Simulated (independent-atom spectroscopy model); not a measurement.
**Characterising Gd5Br8 on paper**

What would one expect for Gd5Br8? Wanted: its electron mean free paths, its X-ray refractive index, its core-loss edges and its fluorescence spectrum.

The numbers are computed with independent-atom spectroscopy model (version 2): independent atoms, textbook formulas over atomic cross sections; no chemical shifts or fine structure; level and line energies, yields and scattering factors come from tables.

## 1. What is given

| Item | Value |
| --- | --- |
| formula | Gd5Br8 |
| density | 5.876 g/cm³ (from a deposited cell) |
| molar mass | 1425.48 g/mol |
| atoms per volume | 32.3 per nm³ |

```csv
element,atoms (%),mass (%)
Gd,38.5,55.2
Br,61.5,44.8
```

## 2. Inelastic and elastic paths

Model: electron mean free paths: inelastic by TPP-2M with the stated gap parameter, elastic and transport from Dirac partial-wave cross sections of free atoms, attenuation length as the inelastic path times 1 - 0.738 albedo.

Given to the script:

```json
{
  "elements": ["Gd", "Br"],
  "counts": [5, 8],
  "density": 5.876,
  "electron_energy": [100.0, 140.0, 300.0, 500.0, 700.0, 1200.0, 5710.0, 8000.0],
  "valence_electrons": 101,
  "tpp_gap_parameter": 0.0
}
```

Units: density in g/cm³, electron_energy in eV, tpp_gap_parameter in eV.

## 3. X-ray refractive index

Model: refractive index n = 1 - delta + i beta from Henke atomic scattering factors, independent atoms (rough under about 100 eV); 1/e length of the intensity, critical angle sqrt(2 delta) where beta is under 0.3 delta.

Given to the script:

```json
{
  "elements": ["Gd", "Br"],
  "counts": [5, 8],
  "density": 5.876,
  "photon_energy": [87.3, 227.0, 278.0, 524.9, 1253.6, 1740.0, 1930.0, 2293.2, 6403.8]
}
```

Units: density in g/cm³, photon_energy in eV.

## 4. Core-loss edges

Model: core-loss signal of a thin specimen = atoms x partial cross section (first Born, Dirac-Hartree-Slater continuum), each subshell from its own tabulated edge; single scattering, no white lines; K, p, d and f edges from 35 to 3200 eV, the lower partner alone where a pair is split widely.

Given to the script:

```json
{
  "elements": ["Gd", "Br"],
  "counts": [5, 8],
  "density": 5.876,
  "beam_energy": 100,
  "collection_angle": 10,
  "window": 100
}
```

Units: density in g/cm³, beam_energy in keV, collection_angle in mrad, window in eV.

## 5. Fluorescence lines

Model: primary fluorescence of a thick sample under monochromatic X-rays (Sherman equation, cascade cross sections of xraylib); no secondary enhancement or detector response; lines over 1 keV and 0.3 percent, close pairs merged; depth is the 1/e depth of the way in and out.

Given to the script:

```json
{
  "elements": ["Gd", "Br"],
  "counts": [5, 8],
  "density": 5.876,
  "photon_energy": 30.0,
  "incidence_angle": 45,
  "take_off_angle": 45
}
```

Units: density in g/cm³, photon_energy in keV, incidence_angle in degrees, take_off_angle in degrees.

What does the calculation give? Wanted: free-electron plasmon energy; strongest loss edge; strongest fluorescence line; depth of that line.

**Answer**, as computed:

```
                    quantity                value
   inelastic path at 1200 eV              2.32 nm
    attenuation length there              1.92 nm
free-electron plasmon energy              18.6 eV
           δ, β at 6403.8 eV   2.34e-05, 1.69e-06
     1/e length at 6403.8 eV              9.10 μm
        critical angle there               0.392°
         strongest loss edge     Br M45, 69.00 eV
 strongest fluorescence line  Br Kα1+2, 11.91 keV
          depth of that line              9.73 μm
```

**Reading.** At 1200 eV, 95 % of a signal at normal exit comes from the top 5.8 nm (three attenuation lengths). Above that the inelastic path grows about as energy to the power 0.81. With the gap parameter at zero the paths are too short if the compound is an insulator. From 87.30 to 6403.8 eV the 1/e length grows by a factor of 98. The strongest feature of the loss spectrum is Br M45 at 69.00 eV. With 62 % of the atoms, Br carries 93 % of the listed signal. In the fluorescence the strongest is Br Kα1+2 at 11.91 keV; Br gives 88 % of the summed signal with 62 % of the atoms. These are estimates from free-atom data; close to edges a real sample differs.
